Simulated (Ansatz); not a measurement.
# AlFH₅NSi: basis-set convergence

An exercise on one series of results from a longer session: the logs are not shown, and one member is left open.

The runs use Ansatz 0.2.0, Gaussian basis; one geometry, several basis sets.

The runs, in order: PBE0-D4/def2-SVP; ωB97M-V/def2-SVP; PBE0-D4/def2-QZVPP; ωB97M-V/def2-QZVPP; the functionals' def2-TZVPP values are taken from earlier runs.

### The geometry

All runs share one geometry, relaxed beforehand with PBE0-D4 in a triple-zeta def2 set.

9 atoms, charge 0, spin multiplicity 1.

Atoms are counted from 1 here; the program's logs count them from 0.

Bond lengths: F1–Al2 1.650 Å, Al2–N3 1.771 Å, Al2–H5 1.567 Å, N3–Si4 1.727 Å, N3–H6 1.012 Å, Si4–H7 1.489 Å, Si4–H8 1.486 Å, Si4–H9 1.489 Å. Angles: F1–Al2–N3 117.2°, F1–Al2–H5 119.9°, N3–Al2–H5 123.0°, Al2–N3–Si4 128.3°, Al2–N3–H6 116.6°, Si4–N3–H6 115.1°, N3–Si4–H7 112.2°, N3–Si4–H8 106.9°, N3–Si4–H9 112.2°, H7–Si4–H8 109.1°, H7–Si4–H9 107.4°, H8–Si4–H9 109.0°.

The first run:

Contents of in.yaml:

```yaml
crystal:
  periodic: [false, false, false]
  atoms:
    - {symbol: F, position_ang: [-1.352499, 2.745767, 0.794979]}
    - {symbol: Al, position_ang: [-0.342529, 1.704808, 0.008811]}
    - {symbol: N, position_ang: [-0.451170, -0.008960, 0.442318]}
    - {symbol: Si, position_ang: [0.463792, -1.332593, -0.185034]}
    - {symbol: H, position_ang: [0.655434, 2.250546, -1.069055]}
    - {symbol: H, position_ang: [-1.132159, -0.254720, 1.150004]}
    - {symbol: H, position_ang: [1.248496, -2.025503, 0.873838]}
    - {symbol: H, position_ang: [1.399756, -0.771979, -1.194333]}
    - {symbol: H, position_ang: [-0.400620, -2.353668, -0.838629]}
basis:
  gaussian: {orbitals: def2-SVP}
hamiltonian: {xc: pbe0, dispersion: d4}
output: {orbitals: {seedname: orbitals}}
```

The run is started by

```sh
$ ansatz run in.yaml --threads 2 --pin off --events-out ev --progress --plain --max-ram 4352MiB
```

Among the steps run: PBE0-D4 in def2-SVP; ωB97M-V in def2-SVP; PBE0-D4 in def2-QZVPP; ωB97M-V in def2-QZVPP.

One of the session's tables, all rows but one given; the rest of the session is left out.

It belongs to the step «Functionals by basis». 

| functional | basis | HOMO (eV) |
| --- | --- | --- |
| PBE0-D4 | def2-SVP | ? |
| PBE0-D4 | def2-TZVPP | -7.94 |
| PBE0-D4 | def2-QZVPP | -7.96 |
| ωB97M-V | def2-SVP | -10.08 |
| ωB97M-V | def2-TZVPP | -10.24 |
| ωB97M-V | def2-QZVPP | -10.26 |

Estimate the missing values for PBE0-D4, def2-SVP.

As computed: HOMO (eV): -7.83. In the column «HOMO (eV)» it is the highest.
